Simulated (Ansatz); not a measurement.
## LuPd, space group Pm-3m: a series of slab calculations, step by step

With Ansatz's Python interface.

Notebook, run cell by cell (the value of a cell's last expression is shown):

**Cell 1**
```python
import ansatz as az
from ase import Atoms
from ase.build import surface
import numpy as np
import pandas as pd
```

**Cell 2**
```python
FUNCTIONAL = "r2SCAN"
WIDTH_EV = 0.1
KMESH = (4, 5, 1)

atoms = Atoms(
    ["Lu", "Pd"],
    scaled_positions=[
        (0.0, 0.0, 0.0),
        (0.5, 0.5, 0.5),
    ],
    cell=[
        (3.415, 0.0, 0.0),
        (0.0, 3.415, 0.0),
        (0.0, 0.0, 3.415),
    ],
    pbc=True,
)
rows = []
for value in [0.0, 0.1, 0.2, 0.3]:
    slab = surface(atoms, (1, 0, 1), 3, vacuum=8.0)
    slab.pbc = True
    base = az.Crystal.from_ase(slab).calculation()
    base = base.functional(FUNCTIONAL).basis(21 * az.Ha)
    base = base.occupations(az.OccupationsMethod.FERMI_DIRAC, width=WIDTH_EV)
    base = base.kpoints(*KMESH).electric_field(axis=3, dipole_correction=True, amplitude=value)
    report = base.run(threads=1, pin="off").report
    face = report["work_function"]
    rows.append((value, len(slab), report["free_energy_ev"], face["dipole_moment_e_ang"], face.get("phi_plus_ev"), face.get("phi_minus_ev")))
```

**Cell 3**
```python
print(pd.DataFrame(rows, columns=["field (V/A)", "atoms", "F (eV)", "dipole (e A)", "phi upper (eV)", "phi lower (eV)"]).round(4).to_string(index=False))
print(f"induced dipole per field: {np.polyfit([row[0] for row in rows], [row[3] for row in rows], 1)[0]:.3f} e A^2/V")
```
Output:
```text
 field (V/A)  atoms      F (eV)  dipole (e A)  phi upper (eV)  phi lower (eV)
         0.0      6 -65191.4075        0.0000          3.6743          3.6743
         0.1      6 -65191.4116        0.0814             NaN             NaN
         0.2      6 -65191.4238        0.1633             NaN             NaN
         0.3      6 -65191.4443        0.2452             NaN             NaN
induced dipole per field: 0.818 e A^2/V
```

Notes:
- Total energies depend on the potentials; only differences at equal settings carry meaning. A total without «per atom» is that of the whole cell that was run.
- The run is spin-unpolarised.
- For a metal this k-point mesh is coarse: on a finer one energies can move by several to tens of meV an atom and pressures by half a GPa or more, differences at one mesh by less.
- The starting cell is as deposited in a crystallographic database; the results hold for this polymorph, which needn't be the stable one.
- The slabs are thin, unrelaxed cuts of the structure as given, on a modest mesh, so the surface energy isn't converged; Miller indices refer to the cell as typed, and unlike faces give only a mean.
- Hardware and time: 4.8 min on 1 thread of Arm Neoverse V2, on a shared host, peak memory 1.4 GiB.
